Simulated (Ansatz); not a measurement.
# C₄H₁₀Ge: vertical ionisation energy

How much energy removes an electron from C₄H₁₀Ge at fixed geometry? The cation is run at each level and the neutral's energy taken from earlier runs.

The runs use Ansatz 0.2.0, Gaussian basis; unrestricted cation, the program's frozen cores in correlated methods.

The runs, in order: UKS PBE-D4/def2-TZVPP; UKS r2SCAN-D4/def2-TZVPP; UKS PBE0-D4/def2-TZVPP; UKS B3LYP-D4/def2-TZVPP; UKS wB97X-V/def2-TZVPP; UKS wB97M-V/def2-TZVPP; UKS B2PLYP/def2-TZVPP; UHF-CCSD(T)/def2-TZVPP; UHF-MP2/def2-QZVPP; extrapolation to the limit; then −ε(HOMO) from the neutral's earlier runs with LDA (SPW92), PBE-D4, revPBE-D4, BLYP-D4, r2SCAN-D4, B97M-V, PBE0-D4, B3LYP-D4, r2SCANh-D4, r2SCAN0-D4, HSE06-D4, BHLYP-D4, CAM-B3LYP-D4, LC-ωPBE, ωB97X-V, ωB97M-V.

### 1 The geometry

The geometry comes from an earlier relaxation with PBE0-D4 in a triple-zeta def2 set; it is a stationary point, not always the lowest conformer.

SMILES `C[CH2][Ge][CH2]C`, 15 atoms, charge 0, spin multiplicity 1.

Atoms are counted from 1 here; the program's logs count them from 0.

Bond lengths: C1–C2 1.531 Å, C1–H6 1.096 Å, C1–H7 1.094 Å, C1–H8 1.094 Å, C2–Ge3 2.002 Å, C2–H9 1.093 Å, C2–H10 1.094 Å, Ge3–C4 2.005 Å, C4–C5 1.520 Å, C4–H11 1.096 Å, C4–H12 1.103 Å, C5–H13 1.094 Å, C5–H14 1.095 Å, C5–H15 1.092 Å. Angles: C2–C1–H6 112.0°, C2–C1–H7 111.7°, C2–C1–H8 111.8°, H6–C1–H7 106.6°, H6–C1–H8 107.2°, H7–C1–H8 107.2°, C1–C2–Ge3 106.9°, C1–C2–H9 110.1°, C1–C2–H10 110.5°, Ge3–C2–H9 109.4°, Ge3–C2–H10 112.2°, H9–C2–H10 107.8°, C2–Ge3–C4 99.0°, Ge3–C4–C5 120.8°, Ge3–C4–H11 106.5°, Ge3–C4–H12 102.2°, C5–C4–H11 111.2°, C5–C4–H12 110.6° and more.

### 2 Cation, UKS PBE-D4/def2-TZVPP

File in.yaml:

```yaml
crystal:
  periodic: [false, false, false]
  atoms:
    - {symbol: C, position_ang: [-0.499015, 0.560369, 1.818744]}
    - {symbol: C, position_ang: [0.900497, 0.405882, 1.216972]}
    - {symbol: Ge, position_ang: [1.020057, -1.455654, 0.490392]}
    - {symbol: C, position_ang: [-0.062886, -1.211759, -1.179432]}
    - {symbol: C, position_ang: [-0.160890, 0.147823, -1.852043]}
    - {symbol: H, position_ang: [-0.714667, -0.216437, 2.560898]}
    - {symbol: H, position_ang: [-0.615525, 1.521220, 2.328352]}
    - {symbol: H, position_ang: [-1.278768, 0.502521, 1.053975]}
    - {symbol: H, position_ang: [1.658662, 0.541912, 1.991992]}
    - {symbol: H, position_ang: [1.070463, 1.162257, 0.445669]}
    - {symbol: H, position_ang: [0.276057, -1.978483, -1.884709]}
    - {symbol: H, position_ang: [-1.060432, -1.560293, -0.863475]}
    - {symbol: H, position_ang: [0.820504, 0.510381, -2.170462]}
    - {symbol: H, position_ang: [-0.795488, 0.116159, -2.743409]}
    - {symbol: H, position_ang: [-0.580571, 0.903404, -1.184163]}
basis:
  gaussian: {orbitals: def2-TZVPP}
total_charge: 1
magnetization: {spin_polarized: true, initial_magnetization: 1}
hamiltonian: {xc: pbe, dispersion: d4}
```

Run with:

```bash
ansatz run in.yaml --threads 2 --pin off --events-out ev --progress --plain --max-ram 32768MiB --backend cuda --devices 0, --max-vram 18GiB
```

The runs that follow: Cation, UKS r2SCAN-D4/def2-TZVPP; Cation, UKS PBE0-D4/def2-TZVPP; Cation, UKS B3LYP-D4/def2-TZVPP; Cation, UKS wB97X-V/def2-TZVPP; Cation, UKS wB97M-V/def2-TZVPP; Cation, UKS B2PLYP (frozen core)/def2-TZVPP; Cation, UHF-CCSD(T)/def2-TZVPP; Cation, UHF-MP2/def2-QZVPP.

Q: Predict the results of all the runs planned. Wanted: ionisation energy, CCSD(T)/CBS; nearest functional by difference; nearest −ε(HOMO); −ε(HOMO) of PBE; T1 of the cation.

The runs gave:

```
                        quantity                value
  ionisation energy, CCSD(T)/CBS              8.16 eV
nearest functional by difference  B3LYP-D4 (-0.24 eV)
                nearest −ε(HOMO)   ωB97X-V (-0.12 eV)
                 −ε(HOMO) of PBE              4.83 eV
                T1 of the cation                0.013
```

**Reading.** By cation minus neutral, the functionals miss by 0.45 eV at most. The PBE orbital energy is 3.3 eV too small: a semilocal HOMO is no ionisation energy. Among orbital estimates ωB97X-V comes nearest. Hartree-Fock falls 1.20 eV short, as the neutral has more correlation energy than the cation. Correlated methods include outer-core shells of Ge, which these sets cover unevenly. With outer-core shells in play the reference is unsure by up to some tenths of an eV, so close misses can't be ranked.
